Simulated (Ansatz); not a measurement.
## ZnBi3 under changes of volume

One of the cells (29.038 Å³/atom); the others are scaled copies at fixed shape and fractional positions:

```xyz
4
Lattice="-2.5227 2.5227 4.5629 2.5227 -2.5227 4.5629 2.5227 2.5227 -4.5629" Properties=species:S:1:pos:R:3 pbc="T T T"
Bi    0.0000    0.0000    4.5629
Bi    2.5227    0.0000    2.2815
Bi    0.0000    2.5227    2.2815
Zn    0.0000    0.0000    0.0000
```

The cell comes from a database or a generator and needn't be the stable form of this composition.

| Property | Result |
| --- | --- |
| Program | Ansatz 0.2.0 |
| Functional | PBE |
| Potentials or basis | Ansatz PAW |
| Cutoff | 420 eV (not typed: the program's choice for these potentials) |
| k mesh | 8 × 8 × 8 |
| Occupations | fermi-dirac, width 0.05 eV |
| Spin | no spin polarisation |

```csv
volume (Å³/atom),energy over the lowest point (meV/atom),pressure (GPa)
27.295,19.34,3.6
27.876,8.58,2.3
28.457,2.29,1.2
29.038,0.00,0.1
29.618,1.28,-0.8
30.199,?,?
30.780,13.12,-2.4
```

Task: What does the run at 30.199 Å³/atom give?

Result: Energy over the lowest point 5.77 meV/atom; pressure -1.6 GPa.

Worked out: A Birch-Murnaghan fit of order 3 (a polynomial in V^(-2/3)) to the other rows has its minimum at 29.11 Å³/atom with B0 = V·E''(V) = 49 GPa and B' = 4.5 at fixed shape and positions, which overstates the stiffness. It gives 5.77 meV/atom at 30.199 Å³/atom, against the run's 5.77, and -dE/dV = -1.6 GPa, against -1.6.

Energies are extrapolated to zero smearing.
